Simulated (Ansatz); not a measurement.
# Si2Mo: response to strain

Si2Mo is deformed so: equal xx and yy strain of -1 %. What stress and forces result, by LAPW, PAW and all-electron datasets made for the crystal?

Computed with Ansatz 0.2.0 (DFT PBEsol, scalar-relativistic, unless a step's input says otherwise).

### 1 The system as given

The structure is tetragonal, space group I4/mmm (No. 139). Conventional cell: a = 3.200 Å, b = 3.200 Å, c = 7.861 Å, α = 90.00°, β = 90.00°, γ = 90.00°. Around Si (site symmetry 4mm) lie 5 Si at 2.61 to 2.63 Å and 5 Mo at 2.62 Å. Mo (site symmetry 4/mmm) has 10 Si at 2.62 Å as nearest neighbours.

Coordinates:

```xyz
3
Lattice="-1.6000 1.6000 3.9305 1.6000 -1.6000 3.9305 1.6000 1.6000 -3.9305" Properties=species:S:1:pos:R:3 pbc="T T T"
Si    0.0000    0.0000    2.6177
Si    0.0000    0.0000    5.2433
Mo    0.0000    0.0000    0.0000
```

Atoms are numbered in the order of the input: Si1, Si2, Mo3.

### 2 After the deformation

Space group I4/mmm before, I4/mmm after.

### 3 All-electron LAPW

File input.yaml:

```yaml
crystal:
  lattice:
    - [-1.584, 1.584, 3.9305]
    - [1.584, -1.584, 3.9305]
    - [1.584, 1.584, -3.9305]
  atoms:
    - { symbol: Si, position: [0.333, 0.333, 0.0] }
    - { symbol: Si, position: [0.667, 0.667, 0.0] }
    - { symbol: Mo, position: [0.0, 0.0, 0.0] }
kpoints:
  mp_grid: { grid: [12, 12, 16] }
  band_path:
    path:
      - [0.0, 0.0, 0.0]
      - [0.0, 0.0, 0.5]
      - [0.25, 0.25, 0.25]
      - [0.0, 0.5, 0.0]
      - [0.0, 0.0, 0.0]
      - [0.5, 0.5, -0.5]
      - [0.2906026858, 0.7093973142, -0.2906026858]
      - [-0.2906026858, 0.2906026858, 0.2906026858]
      - [0.0, 0.0, 0.0]
    npoints: 5
scf:
  occupations: { method: fermi_dirac, width: 0.03 }
hamiltonian:
  xc: pbesol
  pseudopotentials: { kind: all_electron, lapw: { basis_error: 0.001 } }
output:
  forces: true
  stress: true
  eigenvalues: true
```

On the command line:

```
$ ansatz run input.yaml --threads 1 --pin off --max-ram 6144MiB --backend cpu --events-out ev --progress --plain --runs-dir out
```

What it wrote (excerpt; [...] marks lines left out):

```text
Warning: crystal.symmetry: narrowed to the stabiliser of the k-point mesh — unitary ops 16 → 4; excluded 12 operations that carry a point of the 12×12×16 mesh (shift [0, 0, 0]) off the mesh (the run samples exactly the mesh kpoints.mp_grid names, as under crystal.symmetry.detect: false, [...]
LAPW: plane waves up to 7.716 Å⁻¹, error target 1.0e-3 eV per atom; small_component_spin mean_spin; Si in spheres of 1.164 Å, 12 of its electrons in bands, Dirac shells []; Mo in spheres of 1.433 Å, 24 of its electrons in bands, Dirac shells []
[...]
Pseudopotentials: kind: all_electron
Pseudopotential: Si, LAPW, valence charge 12, Koelling and Harmon's equation, gaussian nucleus
Pseudopotential: Mo, LAPW, valence charge 24, Koelling and Harmon's equation, gaussian nucleus
Functional definition: PBEsol
[...]
Crystal: 3 atoms, lattice volume = 39.447 Å³
Basis set: ecut = 226.83138101305184 eV, 309 PW (Γ), FFT grids on a1+a3, a2+a3, a3, exchange–correlation at level 2
Bands: 29, of which v1, the nominal top of the filled ones, is band 24 counted from 1 (23 counted from 0)
Symmetry: 4 space group operations
k-points: 632 of 2304
[...]
SCF iter   1: F=—  HF=-125877.888939 eV  |F-HF|=—  |Δ(HF+E_count)|=         —  Δρ=4.28e-2  dr2=8.13e-1  ethr=1.69e-3  ⟨swp⟩=2.0  Hψ=121737  notcnv=0
[...]
the basis was enlarged: its passes take 366.0 KiB over the memory plan, 1 of 1 planned eigensolver slots
[...]
SCF iter  10: F=-125877.035301 eV  HF=-125877.035301 eV  |F-HF|=1.83e-8  |Δ(HF+E_count)|=   5.86e-8  Δρ=3.45e-6  dr2=1.00e-8  ethr=4.95e-10  ⟨swp⟩=2.0  Hψ=51452  notcnv=0
[...]
NSCF: frozen V_eff on 41 k-points
SCF converged after 10 iterations
Free energy (F): -125877.035301 eV
[...]
E sigma→0 (E₀):  -125877.034953 eV
Entropy (-TS):   -0.000697 eV (-0.232 meV/atom)
Fermi energy:    18.499564 eV
[...]
--- Forces (eV/Å), atoms counted from 1 ---
  atom   1  Si     0.00059991     0.00059991     0.30224141
  atom   2  Si    -0.00059991    -0.00059991    -0.30224141
  atom   3  Mo     0.00000000    -0.00000000     0.00000000
[...]
--- Stress (GPa, compression-positive) ---
        3.126556       0.018540      -0.007001
        0.018540       3.126556      -0.007001
       -0.007001      -0.007001      -1.654299
  P = ⅓ Tr σ = 1.5329 GPa (15.329 kbar)
--- Band table (eV; the first three rows and the last of 632) ---
[...]
```

It took 1.8 min on 1 thread of Intel Xeon 6975P-C (Granite Rapids), shared host; peak memory 1.8 GiB.

Result: pressure 1.53 GPa; no gap; largest force 0.302 eV/Å.

### 4 Frozen-core PAW

File input.yaml:

```yaml
crystal:
  lattice:
    - [-1.584, 1.584, 3.9305]
    - [1.584, -1.584, 3.9305]
    - [1.584, 1.584, -3.9305]
  atoms:
    - { symbol: Si, position: [0.333, 0.333, 0.0] }
    - { symbol: Si, position: [0.667, 0.667, 0.0] }
    - { symbol: Mo, position: [0.0, 0.0, 0.0] }
kpoints:
  mp_grid: { grid: [12, 12, 16] }
scf:
  occupations: { method: fermi_dirac, width: 0.03 }
hamiltonian:
  xc: pbesol
  pseudopotentials: { kind: paw }
output:
  forces: true
  stress: true
  eigenvalues: true
  efg: { contact_densities: true }
  write_density: true
  write_potential: true
  elf: true
  volumetric_format: npy
```

On the command line:

```
$ ansatz run input.yaml --threads 1 --pin off --max-ram 6144MiB --backend cpu --events-out ev --progress --plain --runs-dir out
```

What it wrote (excerpt; [...] marks lines left out):

```text
Warning: crystal.symmetry: narrowed to the stabiliser of the k-point mesh — unitary ops 16 → 4; excluded 12 operations that carry a point of the 12×12×16 mesh (shift [0, 0, 0]) off the mesh (the run samples exactly the mesh kpoints.mp_grid names, as under crystal.symmetry.detect: false, [...]
Mo: output.efg is read without spin–orbit coupling, which moves field gradients at and beside such atoms by some per cent and up to a factor of two; PAW files take it under magnetization.noncollinear and magnetization.spin_orbit
[...]
Pseudopotentials: kind: paw
Pseudopotential: Si, paw, valence charge 4, recommended cutoff 420 eV (normal)
Pseudopotential: Mo, paw, valence charge 14, recommended cutoff 420 eV (normal)
[... 1 set-up line as earlier in the session ...]
[...]
Crystal: 3 atoms, lattice volume = 39.447 Å³
Basis set: ecut = 420 eV, 769 PW (Γ), exchange–correlation on 64×64×64 points (8 copies of the dense FFT grid, shifted against one another)
[...]
  atom   2  Si    -0.00060461    -0.00060461    -0.30308609
  atom   3  Mo    -0.00000000    -0.00000000     0.00000000
[...]
--- Stress (GPa, compression-positive) ---
        3.089088       0.018508      -0.007010
        0.018508       3.089088      -0.007010
       -0.007010      -0.007010      -1.692165
  P = ⅓ Tr σ = 1.4953 GPa (14.953 kbar)
--- PAW observables at the nuclei: V_zz in 10²¹ V/m², potentials from the cell's mean, atoms counted from 1 ---
  atom   1  Si V_zz =    -1.050854   η = 0.0007   by run symmetry: allowed
            electrostatic potential = -1368.577150 V   contact ρ = 12761.178891 e/Å³
  atom   2  Si V_zz =    -1.050854   η = 0.0007   by run symmetry: allowed
            electrostatic potential = -1368.577150 V   contact ρ = 12761.178891 e/Å³
  atom   3  Mo V_zz =    -4.966183   η = 0.0094   by run symmetry: allowed
            electrostatic potential = -6358.369737 V   contact ρ = 594298.991089 e/Å³
--- Band table (eV; the first three rows and the last of 632) ---
  k-point 0: bands = ["-44.3424", "-18.5563", "-18.4270", "-18.4263", "2.6522", "9.7803", "12.7150", "13.1099", "13.6072", "13.6074", "16.7534", "19.2928", "19.5377", "20.0449", "20.0451"]
[...]
```

Run time: 17 s. Hardware: 1 thread of Intel Xeon 6975P-C (Granite Rapids), shared host; peak memory 0.67 GiB.

This run gives: pressure 1.50 GPa; no gap; largest force 0.303 eV/Å; Vzz Si1 -1.1, Mo3 -5.0 (10²¹ V/m²).

The fields are shown in the conventional cell of this run's space group, carried over from its grid by interpolation.

Density in a lattice plane of the grid's cell (edges 3.17 and 7.86 Å, at 0.000 of the third edge), which holds Si and Mo.

Ten even steps from ' ' (0.06 e/Å³) to '@' (6.32 e/Å³):
```
@@##--          --##
::..              ..
                    
                    
                    
                    
                    
                    
                    
                    
                    
                    
                    
                    
                    
                    
                    
::..              ..
@@##--          --##
@@@@++..      ..++@@
```
Columns run along the first of these edges and rows up along the second, over one cell in 10 and 20 even steps from the bottom left corner. Atoms in the plane (fractional): Si at (0.00, 0.33), Si at (0.00, 0.67), Mo at (0.00, 0.00).

ELF in the same plane.

Values, 12 rows by 6 columns:
```
0.64 0.47 0.22 0.39 0.22 0.47
0.40 0.40 0.33 0.26 0.33 0.41
0.63 0.64 0.33 0.12 0.33 0.64
0.50 0.32 0.51 0.26 0.51 0.32
0.35 0.61 0.58 0.39 0.58 0.61
0.45 0.46 0.40 0.33 0.40 0.46
0.35 0.61 0.58 0.39 0.58 0.61
0.50 0.32 0.51 0.26 0.51 0.32
0.63 0.64 0.33 0.12 0.33 0.64
0.40 0.41 0.33 0.26 0.33 0.40
0.64 0.47 0.22 0.39 0.22 0.47
0.24 0.69 0.18 0.33 0.18 0.69
```
Columns run along the first of these edges and rows up along the second, over one cell in 6 and 12 even steps from the bottom left corner. Atoms in the plane (fractional): Si at (0.00, 0.33), Si at (0.00, 0.67), Mo at (0.00, 0.00).

Both are smooth fields of the valence electrons: close to the nuclei they are not physical.

Outside the cores ELF peaks at 0.77 on the Si–Mo line, 0.8 Å from Si.

### 5 Datasets made for this crystal

input.yaml, as its differences from that of step 4:

```diff
@@ -15,3 +15,3 @@
   xc: pbesol
-  pseudopotentials: { kind: paw }
+  pseudopotentials: { kind: all_electron, datasets: crystal }
 output:
@@ -21,5 +21 @@
   efg: { contact_densities: true }
-  write_density: true
-  write_potential: true
-  elf: true
-  volumetric_format: npy
```

On the command line:

```
$ ansatz run input.yaml --threads 1 --pin off --max-ram 6144MiB --backend cpu --events-out ev --progress --plain --runs-dir out
```

What it wrote (excerpt; [...] marks lines left out):

```text
Warning: crystal.symmetry: narrowed to the stabiliser of the k-point mesh — unitary ops 16 → 4; excluded 12 operations that carry a point of the 12×12×16 mesh (shift [0, 0, 0]) off the mesh (the run samples exactly the mesh kpoints.mp_grid names, as under crystal.symmetry.detect: false, [...]
Mo: output.efg is read without spin–orbit coupling, which moves field gradients at and beside such atoms by some per cent and up to a factor of two; PAW files take it under magnetization.noncollinear and magnetization.spin_orbit
[...]
[... 1 set-up line as earlier in the session ...]
Pseudopotential: Si, paw, valence charge 12, recommended cutoff 300 eV (normal), Koelling and Harmon's equation, gaussian nucleus
Pseudopotential: Mo, paw, valence charge 14, recommended cutoff 300 eV (normal), Koelling and Harmon's equation, gaussian nucleus
[... 1 set-up line as earlier in the session ...]
[...]
Crystal: 3 atoms, lattice volume = 39.447 Å³
[...]
  atom   2  Si    -0.00059940    -0.00059940    -0.30214019
  atom   3  Mo     0.00000000     0.00000000     0.00000000
[...]
--- Stress (GPa, compression-positive) ---
        3.124534       0.018508      -0.007015
        0.018508       3.124534      -0.007015
       -0.007015      -0.007015      -1.656057
  P = ⅓ Tr σ = 1.5310 GPa (15.310 kbar)
  It holds what live shells' own plane waves past their cutoff add
--- PAW observables at the nuclei: V_zz in 10²¹ V/m², potentials from the cell's mean, atoms counted from 1 ---
  atom   1  Si V_zz =    -1.026820   η = 0.0008   by run symmetry: allowed
            electrostatic potential = -1367.125520 V   contact ρ = 12770.076628 e/Å³
  atom   2  Si V_zz =    -1.026820   η = 0.0008   by run symmetry: allowed
            electrostatic potential = -1367.125520 V   contact ρ = 12770.076628 e/Å³
  atom   3  Mo V_zz =    -5.040023   η = 0.0093   by run symmetry: allowed
            electrostatic potential = -6356.558284 V   contact ρ = 594347.470059 e/Å³
--- Band table (eV; the first three rows and the last of 632) ---
  k-point 0: bands = ["4.8346", "11.9614", "14.8952", "15.2933", "15.7898", "15.7900", "18.9374", "21.4783", "21.7183"]
[...]
```

Wall time 63 s (1 thread of Intel Xeon 6975P-C (Granite Rapids), shared host); peak memory 1.3 GiB.

In short: pressure 1.53 GPa; no gap; largest force 0.302 eV/Å; Vzz Si1 -1.0, Mo3 -5.0 (10²¹ V/m²).

### 6 Stress and forces compared

Stress (GPa, compression positive):

| method | xx | yy | zz | yz | xz | xy |
| --- | --- | --- | --- | --- | --- | --- |
| LAPW | 3.13 | 3.13 | -1.65 | -0.01 | -0.01 | 0.02 |
| PAW | 3.09 | 3.09 | -1.69 | -0.01 | -0.01 | 0.02 |
| crystal datasets | 3.12 | 3.12 | -1.66 | -0.01 | -0.01 | 0.02 |

Forces (eV/Å):

| atom | LAPW x | LAPW y | LAPW z | PAW x | PAW y | PAW z | crystal datasets x | crystal datasets y | crystal datasets z |
| --- | --- | --- | --- | --- | --- | --- | --- | --- | --- |
| Si1 | 0.001 | 0.001 | 0.302 | 0.001 | 0.001 | 0.303 | 0.001 | 0.001 | 0.302 |
| Si2 | -0.001 | -0.001 | -0.302 | -0.001 | -0.001 | -0.303 | -0.001 | -0.001 | -0.302 |
| Mo3 | 0.000 | 0.000 | 0.000 | 0.000 | 0.000 | 0.000 | 0.000 | 0.000 | 0.000 |

| method | pressure (GPa) | largest force (eV/Å) | Vzz Si1 (10²¹ V/m²) | Vzz Mo3 (10²¹ V/m²) | SCF cycles, all passes |
| --- | --- | --- | --- | --- | --- |
| LAPW | 1.53 | 0.302 | – | – | 10 |
| PAW | 1.50 | 0.303 | -1.05 | -4.97 | 6 |
| crystal datasets | 1.53 | 0.302 | -1.03 | -5.04 | 11 |

### 7 Summary of results

| quantity | value |
| --- | --- |
| pressure | LAPW 1.53, PAW 1.50, crystal datasets 1.53 GPa |
| largest shear or deviatoric stress (LAPW) | 3.19 GPa |

The largest part of the stress beyond the pressure is 3.19 GPa in size, in the zz component; the atoms are carried along and not relaxed. No run of the undeformed cell stands beside it, so the pressure holds what the given cell had before the change. PAW: stress within 0.04 GPa of LAPW, forces within 1 meV/Å. Crystal datasets: stress within 0.01 GPa of LAPW, forces within 1 meV/Å. The k mesh doesn't keep the crystal's whole symmetry, which leaves small spurious terms.
